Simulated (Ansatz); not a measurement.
# CH2BOSe: the cost of one run

Method: RKS B3LYP-D4/def2-SVP, in Ansatz 0.2.0.

**1. The system as given**

Bond lengths: B1–Se2 1.924 Å, Se2–C3 1.737 Å, C3–O4 1.129 Å, B1–H5 1.163 Å, B1–H6 1.162 Å. Angles: B1–Se2–C3 96.0°, Se2–B1–H5 115.7°, Se2–B1–H6 121.1°, H5–B1–H6 123.2°, Se2–C3–O4 177.0°.

Coordinates:

```xyz
6

B    -0.4479    1.0272   -0.2529
Se    0.5374   -0.3811   -1.1173
C     0.6383   -1.4140    0.2759
O     0.7346   -2.1233    1.1486
H    -0.7086    1.9437   -0.9201
H    -0.7538    0.9475    0.8657
```

**2. Relaxing end A**

input.yaml reads:

```yaml
crystal:
  periodic: [false, false, false]
  atoms:
    - { symbol: B, position_ang: [-0.44787, 1.02718, -0.25287] }
    - { symbol: Se, position_ang: [0.53744, -0.38113, -1.11727] }
    - { symbol: C, position_ang: [0.63826, -1.41395, 0.27586] }
    - { symbol: O, position_ang: [0.73455, -2.12325, 1.14863] }
    - { symbol: H, position_ang: [-0.70859, 1.94366, -0.92007] }
    - { symbol: H, position_ang: [-0.75379, 0.94749, 0.86572] }
total_charge: 1
basis:
  gaussian: { orbitals: def2-SVP }
hamiltonian:
  xc: b3lyp
  dispersion: d4
relax:
  f_tol: 0.015
  max_steps: 40
```

Run with:

```sh
ansatz run input.yaml --threads 1 --pin off --max-ram 2048MiB --backend cpu --events-out ev --progress --plain --runs-dir out
```

Q: Estimate wall time and peak memory on 1 thread of Arm Neoverse V2, shared host.

About 21 s, with a peak of 0.17 GiB.
